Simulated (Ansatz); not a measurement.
# AlH2Br (SMILES [H][Al]([H])[Br]): levels of theory compared

We compute a comparison of 6 runs (UHF/STO-3G, PBE/STO-3G, SVWN5/STO-3G, MP2/STO-3G, CCSDT(Q)/STO-3G, FCI/STO-3G) of AlH2Br. 

The calculation is run with Ansatz 0.2.0.

51 further runs of the same task are left out: 2 that didn't finish, 49 set aside as unsound or not needed.

## 1. The system as given

The species is AlH2Br (4 atoms), meant as a singlet with charge 0. As SMILES, `[H][Al]([H])[Br]`. The H3–Al1 distance was set to 3.068 Å, away from the relaxed value. At this shape a bond of the SMILES string is far longer than usual.

Bond lengths: Al1–Br4 2.240 Å, Al1–H2 1.534 Å. Angles: H2–Al1–Br4 120.8°.

## 2. The energy at UHF/STO-3G (run 1)

Input file input.yaml:

```yaml
basis:
  gaussian: {orbitals: STO-3G}
crystal:
  periodic: [false, false, false]
  atoms:
    - {symbol: Al, position_ang: [0.812504, -1.207450, 0.023709]}
    - {symbol: H, position_ang: [2.346414, -1.209540, 0.034389]}
    - {symbol: H, position_ang: [-0.640600, 1.494120, -0.021230]}
    - {symbol: Br, position_ang: [-0.338686, -3.129440, 0.030529]}
total_charge: 0
magnetization: {spin_polarized: true}
hamiltonian: {xc: hf}
accuracy: high
```

Command:

```bash
ansatz run input.yaml --threads 1 --pin off --max-ram 2610MiB --events-out events.jsonl --progress --plain --runs-dir runs
```

Output:

```text
Warning: RAYON_NUM_THREADS=1 ignored (pool sized by the plan → 1); use --threads N
Functional definition: HF
  name "HF"
  exchange = exact_x
  correlation = 0
410 factors; integrals over basis functions are off by at most 9.3e-9 eV
mean field evaluation 1: about -75768.3601 eV, gradient 1.4e1 eV
mean field evaluation 2: about -75768.3722 eV, gradient 1.4e1 eV
mean field evaluation 4: about -75773.1119 eV, gradient 2.2e0 eV
mean field evaluation 8: about -75773.2009 eV, gradient 1.8e-2 eV
mean field evaluation 16: about -75773.2009 eV, gradient 3.5e-5 eV
mean field evaluation 32: about -75775.3352 eV, gradient 9.7e0 eV
mean field -75776.62736123 eV, -2784.7396922825 hartree, gradient 7.5e-8 eV, S^2 0.970043; 3 other end points of the search recorded, 0 dependent functions left out
reference -75776.62736123 eV, -2784.7396922825 hartree; 25, 25 occupied and 4, 4 virtual orbitals, 410 factors
Total energy: -75776.62736123 eV, -2784.7396922825 hartree
```

Wall time 0.48 s (1 thread of Arm Neoverse V1, shared host).

## 3. A single-point energy at PBE/STO-3G (run 2)

Edit input.yaml of step 2 so:

```diff
@@ -1,3 +1 @@
-basis:
-  gaussian: {orbitals: STO-3G}
 crystal:
@@ -9,5 +7,5 @@
     - {symbol: Br, position_ang: [-0.338686, -3.129440, 0.030529]}
-total_charge: 0
-magnetization: {spin_polarized: true}
-hamiltonian: {xc: hf}
+basis:
+  gaussian: {orbitals: STO-3G}
 accuracy: high
+hamiltonian: {xc: {name: PBE}}
```

Command:

```bash
ansatz run input.yaml --threads 1 --pin off --max-ram 2610MiB --events-out events.jsonl --progress --plain --runs-dir runs
```

Output:

```text
Warning: RAYON_NUM_THREADS=1 ignored (pool sized by the plan → 1); use --threads N
Functional definition: PBE
  name "PBE"
  parameter kappa = 0.804
  parameter beta = 0.06672455060314922
  exchange = pbe_x(kappa = kappa, mu = beta*pi^2/3)
  correlation = pbe_c(beta = beta)
410 factors; integrals over basis functions are off by at most 9.3e-9 eV
mean field evaluation 1: about -75800.9477 eV, gradient 3.0e1 eV
mean field evaluation 2: about -75778.9689 eV, gradient 6.7e1 eV
mean field evaluation 4: about -75803.6765 eV, gradient 1.2e1 eV
mean field evaluation 8: about -75809.0101 eV, gradient 1.1e1 eV
mean field evaluation 16: about -75809.7729 eV, gradient 5.0e-9 eV
mean field -75809.77285455 eV, -2785.9577666950 hartree, gradient 1.8e-8 eV, S^2 0.000000; 0 other end points of the search recorded, 0 dependent functions left out
reference -75809.77285642 eV, -2785.9577667638 hartree; 25, 25 occupied and 4, 4 virtual orbitals, 410 factors
Total energy: -75809.77285642 eV, -2785.9577667638 hartree
```

Wall time 1.4 s (1 thread of Arm Neoverse V1, shared host); peak memory 0.098 GiB.

## 4. The energy at SVWN5/STO-3G (run 3)

Input file molecule.yaml:

```yaml
basis:
  gaussian: {orbitals: STO-3G}
crystal:
  periodic: [false, false, false]
  atoms:
    - {symbol: Al, position_ang: [0.812504, -1.207450, 0.023709]}
    - {symbol: H, position_ang: [2.346414, -1.209540, 0.034389]}
    - {symbol: H, position_ang: [-0.640600, 1.494120, -0.021230]}
    - {symbol: Br, position_ang: [-0.338686, -3.129440, 0.030529]}
hamiltonian: {xc: {name: SVWN5}}
accuracy: high
```

Command:

```bash
ansatz run molecule.yaml --threads 1 --pin off --max-ram 2610MiB --events-out events.jsonl --progress --plain --runs-dir runs
```

Output:

```text
Warning: RAYON_NUM_THREADS=1 ignored (pool sized by the plan → 1); use --threads N
Functional definition: SVWN5
  name "SVWN5"
  exchange = slater_x
  correlation = vwn5_c
410 factors; integrals over basis functions are off by at most 9.3e-9 eV
mean field evaluation 1: about -75684.3365 eV, gradient 3.1e1 eV
mean field evaluation 2: about -75659.9439 eV, gradient 7.3e1 eV
mean field evaluation 4: about -75686.8274 eV, gradient 1.3e1 eV
mean field evaluation 8: about -75692.4336 eV, gradient 1.1e1 eV
mean field evaluation 16: about -75693.3279 eV, gradient 2.1e-8 eV
mean field -75693.32792620 eV, -2781.6784945075 hartree, gradient 2.2e-8 eV, S^2 0.000000; 0 other end points of the search recorded, 0 dependent functions left out
reference -75693.32792801 eV, -2781.6784945739 hartree; 25, 25 occupied and 4, 4 virtual orbitals, 410 factors
Total energy: -75693.32792801 eV, -2781.6784945739 hartree
```

Wall time 0.95 s (1 thread of Arm Neoverse V1, shared host); peak memory 0.095 GiB.

Runs 4 to 5 aren't shown in full; the table further down has their settings and results.

## 5. A single-point energy at FCI/STO-3G (run 6)

Input file run.yaml:

```yaml
crystal:
  periodic: [false, false, false]
  atoms:
    - {symbol: Al, position_ang: [0.812504, -1.207450, 0.023709]}
    - {symbol: H, position_ang: [2.346414, -1.209540, 0.034389]}
    - {symbol: H, position_ang: [-0.640600, 1.494120, -0.021230]}
    - {symbol: Br, position_ang: [-0.338686, -3.129440, 0.030529]}
basis:
  gaussian:
    orbitals: STO-3G
correlation:
  method: fci
  frozen_orbitals: {Al: 5, Br: 9, H: 0}
accuracy: high
```

Command:

```bash
ansatz run run.yaml --threads 1 --pin off --max-ram 2610MiB --events-out events.jsonl --progress --plain --runs-dir runs
```

Output (excerpt; [...] marks lines left out):

```text
Warning: RAYON_NUM_THREADS=1 ignored (pool sized by the plan → 1); use --threads N
[... 2 set-up lines as earlier in the session ...]
[...]
410 factors; integrals over basis functions are off by at most 9.3e-9 eV
[...]
mean field -75773.20090155 eV, -2784.6137722116 hartree, gradient 5.0e-8 eV, S^2 0.000000; 1 other end points of the search recorded, 0 dependent functions left out; unrestricted orbitals would lower it
unrestricted determinant -75776.62736123 eV, -2784.7396922825 hartree, S^2 0.9700
14 core orbitals not correlated: weight in the atoms' cores, before any rotation towards them, 1.000 or more for the frozen orbitals, at most 0.000 for the correlated occupied ones
reference -75773.20090155 eV, -2784.6137722116 hartree; 11, 11 occupied and 4, 4 virtual orbitals, 410 factors
state -75777.68595610 eV, -2784.7785949263 hartree
Total energy: -75777.68595610 eV, -2784.7785949263 hartree
```

Run time: 5.7 s. Hardware: 1 thread of Arm Neoverse V1, shared host; peak memory 0.2 GiB.

## 6. All runs side by side

| run | level | frozen core orbitals | energy (Eh) | wall time |
| --- | --- | --- | --- | --- |
| 1 | UHF/STO-3G | – | -2784.739692 | 0.48 s |
| 2 | PBE/STO-3G | – | -2785.957767 | 1.4 s |
| 3 | SVWN5/STO-3G | – | -2781.678495 | 0.95 s |
| 4 | MP2/STO-3G | 14 | -2784.709768 | 0.34 s |
| 5 | CCSDT(Q)/STO-3G | 14 | -2784.778472 | 0.68 s |
| 6 | FCI/STO-3G | 14 | -2784.778595 | 5.7 s |

## 7. Results

| quantity | value |
| --- | --- |
| run 6: total energy | -2784.77859 Eh |
| run 6: correlation energy (14 core orbitals frozen) | -164.8 mEh |

**Reading.** Against full CI in this basis: UHF +38.9 mEh; MP2 +68.8 mEh; CCSDT(Q) +0.1 mEh. Totals of different functionals can't be ranked against each other. In runs 4, 5 the log says that unrestricted orbitals would lower the reference, so the values rest on an unstable closed-shell determinant (other closed-shell runs at this shape may share the fault). In runs 1, 2, 3, 4, 5, 6 the basis is minimal, so the values are rough. Spin contamination of the reference: run 1 ⟨S²⟩ = 0.97. Where it is this large, the reference is a mixture of spin states, and values that rest on it are in doubt. All runs together took 9.6 s, the longest 5.7 s.
